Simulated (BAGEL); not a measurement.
# CH5GaO (SMILES [CH3][GaH][OH]) at B3LYP/6-31G(d) (density fitting with qzvpp-jkfit, spherical functions)

Aim: the energy change on altering one bond length of CH5GaO at B3LYP/6-31G* (density fitting with qzvpp-jkfit, spherical functions), from 2 runs. 

The results are computed with BAGEL 1.2.2.

2 further runs of the same task are left out: 1 that didn't finish, 1 set aside as unsound or not needed. Runs told in other sessions of the task aren't counted.

### Step 1. The structure to begin with

CH5GaO: 8 atoms, total charge 0, spin state singlet. As SMILES, `[CH3][GaH][OH]`. Geometry: a GFN2-xTB relaxation, a rough one for these elements and not checked as a minimum. This is one conformer, not always the lowest.

Bond lengths: C1–Ga2 2.020 Å, Ga2–O3 1.716 Å, C1–H4 1.090 Å, C1–H5 1.092 Å, C1–H6 1.091 Å, Ga2–H7 1.565 Å, O3–H8 0.952 Å. Angles: C1–Ga2–O3 113.3°, C1–Ga2–H7 130.6°, O3–Ga2–H7 116.2°, Ga2–C1–H4 112.8°, Ga2–C1–H5 107.3°, Ga2–C1–H6 110.3°, Ga2–O3–H8 148.7°, H4–C1–H5 109.6°, H4–C1–H6 108.3°, H5–C1–H6 108.4°.

### Step 2. A single-point energy at B3LYP/6-31G(d) (density fitting with qzvpp-jkfit, spherical functions)

job.json reads:

```json
{ "bagel" : [

{
  "title" : "molecule",
  "basis" : "6-31gs.json",
  "df_basis" : "qzvpp-jkfit",
  "angstrom" : true,
  "geometry" : [
    { "atom" : "C", "xyz" : [      -0.795440,       0.943740,      -0.418960 ] },
    { "atom" : "Ga", "xyz" : [       0.781230,      -0.258110,      -0.029210 ] },
    { "atom" : "O", "xyz" : [       0.386530,      -1.586970,       0.981740 ] },
    { "atom" : "H", "xyz" : [      -0.506800,       1.982800,      -0.576170 ] },
    { "atom" : "H", "xyz" : [      -1.474040,       0.876310,       0.433320 ] },
    { "atom" : "H", "xyz" : [      -1.324680,       0.597280,      -1.308140 ] },
    { "atom" : "H", "xyz" : [       2.271490,      -0.167390,      -0.499100 ] },
    { "atom" : "H", "xyz" : [       0.661710,      -2.387640,       1.416530 ] }
  ]
},

{ "title" : "ks", "xc_func" : "b3lyp" },

{ "title" : "print", "file" : "orbitals.molden", "orbitals" : true }

]}
```

The basis set 6-31G* is read from a file made from the Basis Set Exchange's data (not shown).

Started as:

```bash
$ BAGEL_NUM_THREADS=1 BAGEL job.json > job.out
```

What it wrote:

```text
* using 1 threads per process

  ===============================================================
  ===============================================================

  *** Geometry ***

  { "atom" : "C", "xyz" : [     -1.503164,      1.783410,     -0.791720 ] },
  { "atom" : "Ga", "xyz" : [      1.476311,     -0.487757,     -0.055199 ] },
  { "atom" : "O", "xyz" : [      0.730436,     -2.998939,      1.855220 ] },
  { "atom" : "H", "xyz" : [     -0.957713,      3.746949,     -1.088804 ] },
  { "atom" : "H", "xyz" : [     -2.785532,      1.655986,      0.818856 ] },
  { "atom" : "H", "xyz" : [     -2.503282,      1.128696,     -2.472026 ] },
  { "atom" : "H", "xyz" : [      4.292494,     -0.316321,     -0.943162 ] },
  { "atom" : "H", "xyz" : [      1.250451,     -4.511986,      2.676854 ] },

  Number of auxiliary basis functions:      508

  Since a DF basis is specified, we compute 2- and 3-index integrals:
    o Being stored without compression. Storage requirement is 0.020 GB

  Number of basis functions:       70
  Number of electrons      :       50

    * METHOD: MOLECULE                             0.45

  *** Kohn-Sham DFT ***

    * Removing 13117 points whose weight is below 1.00e-10
    * Grid points: 106131

  === Nuclear Repulsion ===
   190.9441355897

       - DIIS with orbital gradients will be used.

  === KS iteration (b3lyp / 6-31gs.json) ===
      0      -1967.36839518          0.11190112           0.51
      1      -1774.15138513          0.23861244           0.48
      2      -1926.76433927          0.11373313           0.48
      3      -1955.13754605          0.22551160           0.48
      4      -1961.39726320          0.18710881           0.48
      5      -1969.56769557          0.17790444           0.48
      6      -1965.60914616          0.18502534           0.48
      7      -1963.03510849          0.18035765           0.48
      8      -1961.93246293          0.15993339           0.48
      9      -2034.76147738          0.10265034           0.48
     10      -2030.41692359          0.13664584           0.48
     11      -2040.15418587          0.06245377           0.48
     12      -2037.87312141          0.09142407           0.48
     13      -2039.61481172          0.06157697           0.48
     14      -2040.39381964          0.04156319           0.48
     15      -2040.92646510          0.01045793           0.48
     16      -2040.96132637          0.00230978           0.48
     17      -2040.96340543          0.00042049           0.48
     18      -2040.96346627          0.00006943           0.48
     19      -2040.96346779          0.00001938           0.48
     20      -2040.96346788          0.00000717           0.48
     21      -2040.96346789          0.00000293           0.48
     22      -2040.96346789          0.00000074           0.48
     23      -2040.96346789          0.00000028           0.48
     24      -2040.96346789          0.00000010           0.48
     25      -2040.96346789          0.00000002           0.48
     26      -2040.96346789          0.00000002           0.48
     27      -2040.96346789          0.00000000           0.48
    * SCF iteration converged.

    * Permanent dipole moment:
           (   -0.085385,     0.089929,    -0.010017) a.u.

    * METHOD: KS                                  14.15

    * METHOD: PRINT                                0.02

  ===============================================================
```

It took 15 s on 1 thread of Arm Neoverse N1, shared host; peak memory 0.39 GiB.

### Step 3. The distorted shape at the same level

job.json reads:

```json
{ "bagel" : [

{
  "title" : "molecule",
  "basis" : "6-31gs.json",
  "df_basis" : "qzvpp-jkfit",
  "angstrom" : true,
  "geometry" : [
    { "atom" : "C", "xyz" : [   -2.056762,    1.905209,   -0.730756 ] },
    { "atom" : "Ga", "xyz" : [    0.781230,   -0.258110,   -0.029210 ] },
    { "atom" : "O", "xyz" : [    0.386530,   -1.586970,    0.981740 ] },
    { "atom" : "H", "xyz" : [   -1.768122,    2.944269,   -0.887966 ] },
    { "atom" : "H", "xyz" : [   -2.735362,    1.837779,    0.121524 ] },
    { "atom" : "H", "xyz" : [   -2.586002,    1.558749,   -1.619936 ] },
    { "atom" : "H", "xyz" : [    2.271490,   -0.167390,   -0.499100 ] },
    { "atom" : "H", "xyz" : [    0.661710,   -2.387640,    1.416530 ] }
  ]
},
{
  "title" : "ks",
  "xc_func" : "b3lyp",
  "charge" : 0
},
{
  "title" : "print",
  "file" : "orbitals.molden",
  "orbitals" : true
}

]}
```

The basis set 6-31G* is read from a file made from the Basis Set Exchange's data (not shown).

Started as:

```bash
$ BAGEL_NUM_THREADS=1 BAGEL job.json > job.out
```

What it wrote:

```text
* using 1 threads per process

  ===============================================================
  ===============================================================

  *** Geometry ***

  { "atom" : "C", "xyz" : [     -3.886717,      3.600323,     -1.380929 ] },
  { "atom" : "Ga", "xyz" : [      1.476311,     -0.487757,     -0.055199 ] },
  { "atom" : "O", "xyz" : [      0.730436,     -2.998939,      1.855220 ] },
  { "atom" : "H", "xyz" : [     -3.341266,      5.563862,     -1.678013 ] },
  { "atom" : "H", "xyz" : [     -5.169085,      3.472899,      0.229647 ] },
  { "atom" : "H", "xyz" : [     -4.886836,      2.945609,     -3.061235 ] },
  { "atom" : "H", "xyz" : [      4.292494,     -0.316321,     -0.943162 ] },
  { "atom" : "H", "xyz" : [      1.250451,     -4.511986,      2.676854 ] },

  Number of auxiliary basis functions:      508

  Since a DF basis is specified, we compute 2- and 3-index integrals:
    o Being stored without compression. Storage requirement is 0.020 GB

  Number of basis functions:       70
  Number of electrons      :       50

    * METHOD: MOLECULE                             0.43

  *** Kohn-Sham DFT ***

    * Removing 11397 points whose weight is below 1.00e-10
    * Grid points: 107851

  === Nuclear Repulsion ===
   157.9032830179

       - DIIS with orbital gradients will be used.

  === KS iteration (b3lyp / 6-31gs.json) ===
      0      -1965.23374779          0.11479007           0.52
      1      -1654.62750887          0.18463038           0.49
      2      -1927.72434795          0.13074621           0.49
      3      -2020.84431306          0.10993261           0.49
      4      -2015.45002947          0.12002946           0.49
      5      -2015.11104889          0.27583690           0.49
      6      -2039.15285115          0.06650874           0.49
      7      -1977.38908482          0.31165320           0.49
      8      -2037.47701963          0.08499749           0.49
      9      -2023.89982643          0.08325918           0.49
     10      -2031.61814725          0.08024299           0.49
     11      -2040.31325692          0.02592517           0.49
     12      -2040.61473288          0.02050779           0.49
     13      -2040.76314395          0.01020453           0.48
     14      -2040.79768085          0.00741667           0.48
     15      -2040.83159123          0.00146977           0.48
     16      -2040.83180786          0.00093813           0.49
     17      -2040.83234583          0.00008983           0.48
     18      -2040.83234792          0.00005170           0.49
     19      -2040.83234949          0.00001048           0.49
     20      -2040.83234956          0.00000551           0.49
     21      -2040.83234957          0.00000090           0.49
     22      -2040.83234958          0.00000046           0.49
     23      -2040.83234958          0.00000011           0.49
     24      -2040.83234958          0.00000009           0.49
     25      -2040.83234958          0.00000002           0.49
     26      -2040.83234958          0.00000002           0.48
     27      -2040.83234958          0.00000000           0.49
    * SCF iteration converged.

    * Permanent dipole moment:
           (   -0.398947,     0.328601,    -0.087124) a.u.

    * METHOD: KS                                  14.39

    * METHOD: PRINT                                0.02

  ===============================================================
```

Wall time 15 s (1 thread of Arm Neoverse N1, shared host); peak memory 0.4 GiB.

### Step 4. What came out

At B3LYP/6-31G* (density fitting with qzvpp-jkfit, spherical functions):

```
                                                          quantity           value
                                         first shape: total energy  -2040.96347 Eh
                                        first shape: dipole moment          0.32 D
                                          first shape: HOMO energy        -7.17 eV
                                          first shape: LUMO energy        -0.68 eV
                                        first shape: HOMO–LUMO gap         6.49 eV
                                     distorted shape: total energy  -2040.83235 Eh
                                    distorted shape: dipole moment          1.33 D
                                      distorted shape: HOMO energy        -5.48 eV
                                      distorted shape: LUMO energy        -3.04 eV
                                    distorted shape: HOMO–LUMO gap         2.44 eV
energy change with the C1–Ga2 bond stretched from 2.020 to 3.637 Å        3.568 eV
```

In words: With the C1–Ga2 bond stretched from 2.020 to 3.637 Å the energy rises by 3.57 eV (82 kcal/mol). The first shape isn't relaxed at this level, so the change isn't measured from a minimum. A restricted reference can't describe the breaking bond well at this length.
